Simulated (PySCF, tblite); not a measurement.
# C₄H₇BCl₂Si: geometry, infrared bands and NMR shifts

What infrared bands and NMR shifts should C₄H₇BCl₂Si (`C=C[SiH2]/C=C(/Cl)BCl`) show?

The runs use tblite 0.8.0 and PySCF 2.14.0, with density-fitted response routines of our own; the level of theory stands in each step. All values are computed, except where a source is named. Atoms count from 0, in the outputs and in this text.

### 1 Starting geometry

15 atoms, charge 0, multiplicity 1; geometry from: force field or distance geometry start.

Bonds of the start (Å): C0–C1 1.33, C1–Si2 1.87, Si2–C3 1.82, C3–C4 1.35, C4–Cl5 1.77, C4–B6 1.56, B6–Cl7 1.86, C0–H8 1.09, C0–H9 1.10, C1–H10 1.07, Si2–H11 1.46, Si2–H12 1.48, C3–H13 1.08, B6–H14 1.20.

### 2 Optimising the geometry with GFN2-xTB

The job: settings as JSON, then the geometry in Å.

```
{"job": {"kind": "relax", "xc": "GFN2-xTB", "basis": "xTB"}, "charge": 0, "multiplicity": 1}
C     -2.949600    -0.311100     0.210500
C     -2.023000     0.284600    -0.538700
Si    -0.282900    -0.348500    -0.289800
C      0.878700     1.051400    -0.407500
C      2.105000     0.853500     0.128700
Cl     3.287900     2.164700     0.048600
B      2.451500    -0.524900     0.774600
Cl     3.370800    -1.807700    -0.212500
H     -2.612400    -1.097500     0.878800
H     -4.011600    -0.036800     0.172900
H     -2.227700     1.074500    -1.233500
H     -0.048100    -1.323400    -1.345500
H     -0.256400    -1.033700     1.024800
H      0.602900     1.985400    -0.866000
H      1.710400    -0.922500     1.632600
```

Command:

```sh
$ OMP_NUM_THREADS=1 python probes_run.py task.json out
```

One launch serves the whole session: the jobs run in the order shown.

**Question.** This job is followed by: GFN2-xTB harmonic vibrations, gas phase; GIAO PBE0/pcSseg-1 NMR shielding, non-relativistic, gas phase. What will the session give for the following? strongest single infrared mode (GFN2-xTB); zero-point energy (GFN2-xTB); 13C shifts against TMS (PBE0/pcSseg-1); 1H shifts against TMS (PBE0/pcSseg-1, means over atoms taken as alike); 29Si shifts against TMS (PBE0/pcSseg-1); 35Cl shifts against HCl (PBE0/pcSseg-1); 11B shifts against BF3·OEt2 (PBE0/pcSseg-1).

As calculated:

| quantity | value |
| --- | --- |
| strongest single infrared mode (GFN2-xTB) | 703 cm⁻¹, 310 km/mol |
| zero-point energy (GFN2-xTB) | 58.9 kcal/mol |
| 13C shifts against TMS (PBE0/pcSseg-1) | 166.8, 162.4, 143.8, 143.2 ppm |
| 1H shifts against TMS (PBE0/pcSseg-1, means over atoms taken as alike) | 7.82, 6.55, 6.49, 6.44, 6.26, 5.03 ppm |
| 29Si shifts against TMS (PBE0/pcSseg-1) | -51.7 ppm |
| 35Cl shifts against HCl (PBE0/pcSseg-1) | 339, 313 ppm |
| 11B shifts against BF3·OEt2 (PBE0/pcSseg-1) | 59.0 ppm |

The optimisation took 143 steps and gained 0.921 eV; among the close pairs (by a distance rule), B6–Cl7 changed most, from 1.861 to 1.685 Å. No mode is imaginary among the 39: a minimum at this level. The strongest single mode, at 703 cm⁻¹, is carried by H11, H12, C4. GFN2-xTB is a fitted tight-binding method: band positions and strengths are rough. Its intensities can rank the bands wrongly. At PBE0/pcSseg-1: The widest tensor belongs to Cl7: span 674 ppm, with a paramagnetic part of -513 ppm.
